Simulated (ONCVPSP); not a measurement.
# Pseudopotential generation for Cl: ONCV, PBE

Aim: build the potential from the settings below, then test how well it stands in for the atom: other configurations, scattering, ghost states and the plane-wave cutoff that it needs.

Method: ONCVPSP 4.0.1, PBE, scalar-relativistic.

## (1) The atom and the settings

Typed settings, in words:

* element: chlorine (Cl, Z = 17)
* type: optimised norm-conserving Vanderbilt (ONCV)
* frozen core: [He]
* valence charge: 15
* reference configuration: 2s2 2p6 3s2 3p5
* partial waves: 2s+3s: rc 0.90 bohr, ncon 4, nbas 7, qcut 14.8 1/bohr, 2 projectors; 2p+3p: rc 0.70 bohr, ncon 4, nbas 7, qcut 16.6 1/bohr, 2 projectors; d scattering state at 0.08 Ha: rc 0.70 bohr, ncon 4, nbas 7, qcut 14.1 1/bohr, 1 projector
* local potential: polynomial inside 0.65 bohr (lpopt 2, dvloc0 3 Ha)
* core correction: Teter function, fcfact 1.75, rcfact 1.15

An earlier all-electron run gives the scale for the radii.

All-electron outer shells of the reference configuration (PBE, scalar-relativistic, ld1.x):

```tsv
shell	level (eV)	outermost node (bohr)	outermost maximum (bohr)
1s	-2751.31	–	0.06
2s	-252.70	0.12	0.36
2p	-191.63	–	0.30
3s	-20.69	0.55	1.29
3p	-8.59	0.53	1.43
```

## (2) The generation run

Cl.dat reads:

```
# ATOM AND REFERENCE CONFIGURATION
# atsym  z   nc   nv     iexc    psfile
  Cl 17.00    1    4        4      upf
#
#   n    l    f
    1    0    2.00
    2    0    2.00
    2    1    6.00
    3    0    2.00
    3    1    5.00
#
# PSEUDOPOTENTIAL AND OPTIMIZATION
# lmax
    2
#
#   l,   rc,      ep,       ncon, nbas, qcut
    0    0.90    0.00    4    7   14.80
    1    0.70    0.00    4    7   16.60
    2    0.70    0.08    4    7   14.10
#
# LOCAL POTENTIAL
# lloc, lpopt,  rc(5),   dvloc0
    4    2    0.65    3.00
#
# VANDERBILT-KLEINMAN-BYLANDER PROJECTORs
# l, nproj, debl
    0    2    0.80
    1    2    1.50
    2    1    3.10
#
# MODEL CORE CHARGE
# icmod, fcfact, rcfact
    3    1.75    1.15
#
# LOG DERIVATIVE ANALYSIS
# epsh1, epsh2, depsh
  -11.00    5.00    0.04
#
# OUTPUT GRID
# rlmax, drl
    6.00    0.01
#
# TEST CONFIGURATIONS
# ncnf
    4
# nvcnf
#   n    l    f
    4
    2    0    2.00
    2    1    6.00
    3    0    2.00
    3    1    4.00
#
    4
    2    0    2.00
    2    1    6.00
    3    0    2.00
    3    1    3.00
#
    4
    2    0    2.00
    2    1    6.00
    3    0    2.00
    3    1    2.00
#
    4
    2    0    2.00
    2    1    6.00
    3    0    2.00
    3    1    1.00
#
```

The run is started by

```console
$ oncvpsp.x < Cl.dat > Cl.out
```

Before running it: what results should come out? Wanted: cutoffs for 1 and 0.1 mHa per electron, occupied waves; bound ghosts; GHOST(+) flags; largest test error; largest phase difference near zero energy, channels read; rms error of d²Exc/dn², without and with the model core.

As calculated:

```
                                                quantity                         value
  cutoffs for 1 and 0.1 mHa per electron, occupied waves             144 Ha and 304 Ha
                                            bound ghosts                    none found
                                          GHOST(+) flags            none at low energy
                            largest test error (AE − PS)  +32 meV, for 2s2 2p6 3s2 3p1
largest phase difference near zero energy, channels read                     0.000 rad
 rms error of d²Exc/dn², without and with the model core             1.86 and 2.16 mHa
```

What this shows: The worst unpolarised test, 2s2 2p6 3s2 3p1, is off by 32 meV on 129.9 eV; by total energies transferability rates as fair. That test lies far up in energy; among those under 40 eV, nearer to bonding, the largest error is 4.7 meV. By its cutoff, 144 Ha for the looser tolerance, it is very hard. The program's ghost test flags no bound state. Near zero energy the phases of the channels with partial waves agree within 0.001 rad. These are tests on the free atom; a crystal test is still owed.
